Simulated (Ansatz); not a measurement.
# KNb2W2: the cost of one run

Computed with Ansatz 0.2.0 (DFT PBE, scalar-relativistic, plane waves, PAW, unless a step's input says otherwise).

## (1) The starting structure

The structure is tetragonal, space group P4mm (No. 99). Conventional cell: a = 4.064 Å, b = 4.064 Å, c = 7.316 Å, α = 90.00°, β = 90.00°, γ = 90.00°. Around K (site symmetry 4mm) lie 1 Nb at 2.92 Å and 8 W at 3.07 to 3.18 Å. Around Nb (site symmetry 4mm) lie 1 K at 2.92 Å and 4 Nb at 2.99 Å and 4 W at 3.27 Å. Around Nb (site symmetry 4mm) lie 2 W at 2.40 to 2.47 Å. W (site symmetry 4mm) is surrounded by 1 W at 2.45 Å and 1 Nb at 2.47 Å. W (site symmetry 4mm) is surrounded by 1 Nb at 2.40 Å and 1 W at 2.45 Å.

Coordinates:

```cif
data_structure
_symmetry_space_group_name_H-M 'P4mm'
_symmetry_Int_Tables_number 99
_cell_length_a 4.0636
_cell_length_b 4.0636
_cell_length_c 7.3164
_cell_angle_alpha 90.000
_cell_angle_beta 90.000
_cell_angle_gamma 90.000
_cell_volume 120.81
loop_
_atom_site_label
_atom_site_type_symbol
_atom_site_symmetry_multiplicity
_atom_site_Wyckoff_symbol
_atom_site_fract_x
_atom_site_fract_y
_atom_site_fract_z
_atom_site_occupancy
K1 K 1 b 0.50000 0.50000 0.33626 1
Nb1 Nb 1 b 0.50000 0.50000 0.93660 1
Nb2 Nb 1 a 0.00000 0.00000 0.82223 1
W1 W 1 a 0.00000 0.00000 0.48494 1
W2 W 1 a 0.00000 0.00000 0.15051 1
```

Recipe of the guess: random cell by space group and Wyckoff sites (P4mm, No. 99). The dimensions are guesses.

## (2) The guess as it stands, on a coarse mesh

Input file input.yaml:

```yaml
crystal:
  lattice:
    - [4.06358377, 0.0, 0.0]
    - [0.0, 4.06358377, 0.0]
    - [0.0, 0.0, 7.31635868]
  atoms:
    - { symbol: K, position: [0.5, 0.5, 0.33626497] }
    - { symbol: Nb, position: [0.5, 0.5, 0.93660417] }
    - { symbol: Nb, position: [0.0, 0.0, 0.82223304] }
    - { symbol: W, position: [0.0, 0.0, 0.48494135] }
    - { symbol: W, position: [0.0, 0.0, 0.15050882] }
basis:
  ecutwfc: 420
kpoints:
  mp_grid: { grid: [4, 4, 4] }
hamiltonian:
  xc: pbe
scf:
  occupations: { method: gaussian, width: 0.1 }
  lower_state_search: "off"
output:
  forces: true
  stress: true
  eigenvalues: true
```

The run is started by

```bash
$ ansatz run input.yaml --threads 1 --pin off --max-ram 2560MiB --backend cpu --events-out ev --progress --plain --runs-dir out
```

**Question.** How long does this run take on 1 thread of Intel Xeon 6975P-C (Granite Rapids), shared host, and how much memory does it need?

About 4.2 s, with a peak of 0.43 GiB.
